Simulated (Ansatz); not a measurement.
# Alloy of ZnGa2O4 and ZnAl2O4 (10 of 16 Ga sites exchanged), 56 atoms

How does this alloy cell relax, and what gap do PBEsol and HSE06 give?

Method: density functional theory in Ansatz 0.2.0, PAW datasets, plane waves.

## 1. Starting point

56 atoms (8 Zn, 10 Al, 32 O, 6 Ga); a = 8.186 Å, b = 8.186 Å, c = 8.186 Å, α = 90.00°, β = 90.00°, γ = 90.00°. All atoms were shaken off their sites by about 0.02 Å along each axis.

The runs, in order: (2) PBEsol cell relaxation at the single k point (¼, ¼, ¼), on 7 threads of Arm Neoverse-V2; (3) HSE06 single point at the Γ point alone, on 7 threads of Arm Neoverse-V2.

## 2. PBEsol relaxation of the cell and the positions

File in.yaml:

```yaml
crystal:
  lattice:
    - [8.185506, 0.000000, 0.000000]
    - [0.000000, 8.185506, 0.000000]
    - [0.000000, 0.000000, 8.185506]
  atoms:
    - { symbol: Zn, position: [0.873670, 0.378516, 0.376491] }
    - { symbol: Zn, position: [0.377883, 0.874890, 0.379899] }
    - { symbol: Zn, position: [0.376363, 0.373551, 0.872737] }
    - { symbol: Zn, position: [0.128858, 0.124686, 0.126289] }
    - { symbol: Zn, position: [0.875915, 0.877543, 0.873506] }
    - { symbol: Zn, position: [0.627307, 0.627242, 0.126445] }
    - { symbol: Zn, position: [0.624383, 0.124682, 0.625885] }
    - { symbol: Zn, position: [0.129762, 0.627382, 0.622517] }
    - { symbol: Al, position: [0.497024, 0.998814, 0.997284] }
    - { symbol: Al, position: [0.750610, 0.249860, 0.003820] }
    - { symbol: Al, position: [0.751356, 0.000380, 0.251285] }
    - { symbol: Al, position: [0.247407, 0.754628, 0.998144] }
    - { symbol: Al, position: [0.498936, 0.499095, 0.498208] }
    - { symbol: Al, position: [0.500662, 0.254427, 0.250824] }
    - { symbol: Al, position: [0.252450, 0.997237, 0.749636] }
    - { symbol: Al, position: [0.751135, 0.498063, 0.752016] }
    - { symbol: Al, position: [0.001383, 0.747874, 0.247934] }
    - { symbol: Al, position: [0.499044, 0.753213, 0.749741] }
    - { symbol: O, position: [0.511521, 0.014543, 0.235549] }
    - { symbol: O, position: [0.734454, 0.239408, 0.237831] }
    - { symbol: O, position: [0.511445, 0.238434, 0.012416] }
    - { symbol: O, position: [0.737089, 0.014689, 0.015440] }
    - { symbol: O, position: [0.010623, 0.511083, 0.237605] }
    - { symbol: O, position: [0.238621, 0.739932, 0.237650] }
    - { symbol: O, position: [0.015080, 0.736606, 0.010515] }
    - { symbol: O, position: [0.233194, 0.513873, 0.011023] }
    - { symbol: O, position: [0.012539, 0.019116, 0.738155] }
    - { symbol: O, position: [0.236933, 0.240505, 0.740033] }
    - { symbol: O, position: [0.016333, 0.239538, 0.513482] }
    - { symbol: O, position: [0.235155, 0.011377, 0.512886] }
    - { symbol: O, position: [0.261522, 0.264975, 0.260461] }
    - { symbol: O, position: [0.486377, 0.488108, 0.262505] }
    - { symbol: O, position: [0.482325, 0.263375, 0.486022] }
    - { symbol: O, position: [0.261046, 0.487506, 0.486352] }
    - { symbol: O, position: [0.511431, 0.510241, 0.735803] }
    - { symbol: O, position: [0.741282, 0.737355, 0.735111] }
    - { symbol: O, position: [0.512369, 0.734199, 0.514633] }
    - { symbol: O, position: [0.735084, 0.512064, 0.513544] }
    - { symbol: O, position: [0.762951, 0.766027, 0.261613] }
    - { symbol: O, position: [0.985593, 0.984986, 0.261568] }
    - { symbol: O, position: [0.988432, 0.762710, 0.487506] }
    - { symbol: O, position: [0.764214, 0.984388, 0.491494] }
    - { symbol: O, position: [0.766773, 0.261198, 0.766061] }
    - { symbol: O, position: [0.991874, 0.483837, 0.765610] }
    - { symbol: O, position: [0.989340, 0.262926, 0.986888] }
    - { symbol: O, position: [0.759843, 0.485358, 0.987321] }
    - { symbol: O, position: [0.261430, 0.764221, 0.760472] }
    - { symbol: O, position: [0.486903, 0.984255, 0.766087] }
    - { symbol: O, position: [0.486504, 0.768926, 0.989471] }
    - { symbol: O, position: [0.264244, 0.989065, 0.985274] }
    - { symbol: Ga, position: [0.003559, 0.498815, 0.005577] }
    - { symbol: Ga, position: [0.998787, 0.002622, 0.501544] }
    - { symbol: Ga, position: [0.251716, 0.245607, 0.497068] }
    - { symbol: Ga, position: [0.250161, 0.494999, 0.251838] }
    - { symbol: Ga, position: [0.746443, 0.748131, 0.496905] }
    - { symbol: Ga, position: [0.000164, 0.254421, 0.748760] }
  symmetry: { detect: false }
kpoints:
  mp_grid: { grid: [1, 1, 1], shift: [0.25, 0.25, 0.25] }
hamiltonian:
  xc: pbesol
scf:
  occupations: { method: fermi_dirac, width: 0.01 }
relax:
  f_tol: 0.03
  max_steps: 80
  escape_saddle: false
  adjacent_minimum: "off"
  cell: { fix: [shape] }
output:
  forces: true
  eigenvalues: true
  populations: true
```

Started as:

```console
> ansatz run in.yaml --threads 7 --pin off --max-ram 13300MiB --runs-dir r --events-out ev --progress --plain
```

After this run come: HSE06 single point.

Before running it: what results should come out? Wanted: for each run, top filled to lowest empty.

**Answer**, as computed:

| level | time | k points | top filled to lowest empty (eV) |
| --- | --- | --- | --- |
| PBEsol, relaxation | 25 s (7 CPU threads) | (¼, ¼, ¼) | 4.44 |
| HSE06 | 80 s (7 CPU threads) | Γ | 5.34 |

| quantity | value |
| --- | --- |
| relaxation | 5 recorded steps, 1.42 eV gained |
| largest shift | 0.13 Å (O44) |
| relaxed cell | a = 8.186 Å, b = 8.186 Å, c = 8.186 Å, α = 90.00°, β = 90.00°, γ = 90.00° |
| mean bonds | Al–O 1.922, Ga–O 1.988, O–Zn 1.956 Å |

**Reading.** Relaxation gains 1.42 eV, with shifts up to 0.13 Å (O44), while the volume changes by +0.0 %. The mean lengths of the listed bonds run from Al–O 1.92 Å to Ga–O 1.99 Å. Rows on different k points differ by sampling as well as by level. With one k point the spacing samples only the states that fold onto it, so it can exceed the gap over the zone.
